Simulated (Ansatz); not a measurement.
# AsF6 (charge -1): geometry optimisation, by script

What geometry does AsF6 (charge -1) take? A script is to give a geometry optimisation; the system is AsF6 (charge -1).

Program: Ansatz 0.2.0 through its Python package. Level of theory: B3LYP/def2-SVP. These are calculated values, not measurements.

## 1. The system

Bond lengths: F1–As2 1.927 Å, As2–F3 1.801 Å, As2–F4 1.598 Å, As2–F5 1.586 Å, As2–F6 1.580 Å, As2–F7 1.928 Å. Angles (14 of 15 angles, heavy atoms first): F1–As2–F3 85.3°, F1–As2–F4 45.4°, F1–As2–F5 76.7°, F1–As2–F6 139.3°, F1–As2–F7 94.8°, F3–As2–F4 122.6°, F3–As2–F5 105.1°, F3–As2–F6 94.7°, F3–As2–F7 170.8°, F4–As2–F5 91.7°, F4–As2–F6 140.5°, F4–As2–F7 62.1°, F5–As2–F6 64.0°, F5–As2–F7 66.1°.

The script holds or builds the structure itself.

## 2. The script

asf6.py reads:

```python
# -*- coding: utf-8 -*-
'''Relax the AsF6(-) molecule.'''

import itertools

import ansatz as az
from ase.data import atomic_numbers, covalent_radii
import numpy as np


def main():
    geometry_ang = [
        ('F', (-0.0783, -1.3082, -1.0137)),
        ('As', (0.3381, -0.0251, 0.362)),
        ('F', (2.0246, -0.1259, -0.2624)),
        ('F', (-0.7023, -1.231, 0.2309)),
        ('F', (-0.4494, 0.834, -0.7132)),
        ('F', (0.3694, 1.5415, 0.5685)),
        ('F', (-1.502, 0.3146, 0.8279)),
    ]
    geometry = az.Crystal.molecule()
    for symbol, xyz in geometry_ang:
        geometry = geometry.atom(symbol, xyz)

    calc = (
        geometry.calculation()
        .basis(gaussian='def2-SVP')
        .functional('B3LYP')
        .charge(-1)
    )
    symbols = [site.symbol for site in geometry.cartesian_sites]
    start = np.array([site.position_ang for site in geometry.cartesian_sites], dtype=float)
    def progress(event):
        if event['event'] == 'relax_step':
            row = event['data']
            print(f'step {row["step"]:3d}  E = {row["lagrangian_ev"]:.6f} eV  largest force component {row["allowed_force_max_ev_ang"]:.4f} eV/A')


    summary = calc.relax(force_tolerance=0.005).session().plan().execute(on_event=progress).report
    end = np.array(summary['positions_ang'])

    print('reference energy %16.6f eV' % summary['reference_energy_ev'])
    print('total energy     %16.6f eV' % summary['free_energy_ev'])
    print('occupied orbitals outside the frozen core (up, down):', summary['n_occupied'], ' frozen:', summary['n_frozen'], ' virtual:', summary['n_virtual'])

    # pairs closer than 1.2 times the sum of covalent radii, before or after
    radius = [covalent_radii[atomic_numbers[s]] for s in symbols]
    span = lambda where, i, j: np.linalg.norm(where[i] - where[j])
    bonded = [(i, j) for i, j in itertools.combinations(range(len(symbols)), 2) if min(span(start, i, j), span(end, i, j)) < 1.2 * (radius[i] + radius[j])]
    print('pair        before    after (A)')
    for i, j in bonded:
        print(f'{symbols[i]}{i}-{symbols[j]}{j}'.ljust(10), f'{span(start, i, j):8.4f} {span(end, i, j):8.4f}')
    with open('asf6_opt.xyz', 'w') as handle:
        handle.write(f'{len(symbols)}\nrelaxed AsF6(-)\n')
        handle.writelines(f'{s:2s} {x:11.6f} {y:11.6f} {z:11.6f}\n' for s, (x, y, z) in zip(symbols, end))


if __name__ == '__main__':
    main()
```

## 3. The input behind the calls

The engine receives this input:

```yaml
crystal:
  periodic: [false, false, false]
  atoms:
    - { symbol: F, position_ang: [-0.0783, -1.3082, -1.0137] }
    - { symbol: As, position_ang: [0.3381, -0.0251, 0.362] }
    - { symbol: F, position_ang: [2.0246, -0.1259, -0.2624] }
    - { symbol: F, position_ang: [-0.7023, -1.231, 0.2309] }
    - { symbol: F, position_ang: [-0.4494, 0.834, -0.7132] }
    - { symbol: F, position_ang: [0.3694, 1.5415, 0.5685] }
    - { symbol: F, position_ang: [-1.502, 0.3146, 0.8279] }
basis:
  gaussian:
    orbitals: def2-SVP
hamiltonian:
  xc: b3lyp
total_charge: -1.0
relax:
  f_tol: 0.005
```

## 4. Launch

The run is started by

```console
$ python asf6.py
```

Q: Predict the main results. Wanted: total energy; moves of the relaxation; energy gained; last largest force component.

As calculated:

```
                    quantity           value
                total energy  -77128.3045 eV
     moves of the relaxation              11
               energy gained       19.309 eV
last largest force component     0.0007 eV/Å
```

After 11 moves the largest shift is 1.268 Å, of atom 4 (F). So large a move can change the bonding: the results belong to the relaxed structure. The end point is the stationary point reached from this start; no frequency run checks that it is a minimum, and the basis set is modest. b3lyp holds the VWN-RPA fit, as in Gaussian; the form of ORCA and Turbomole is b3lyp5. Anions want diffuse functions, which this basis lacks.
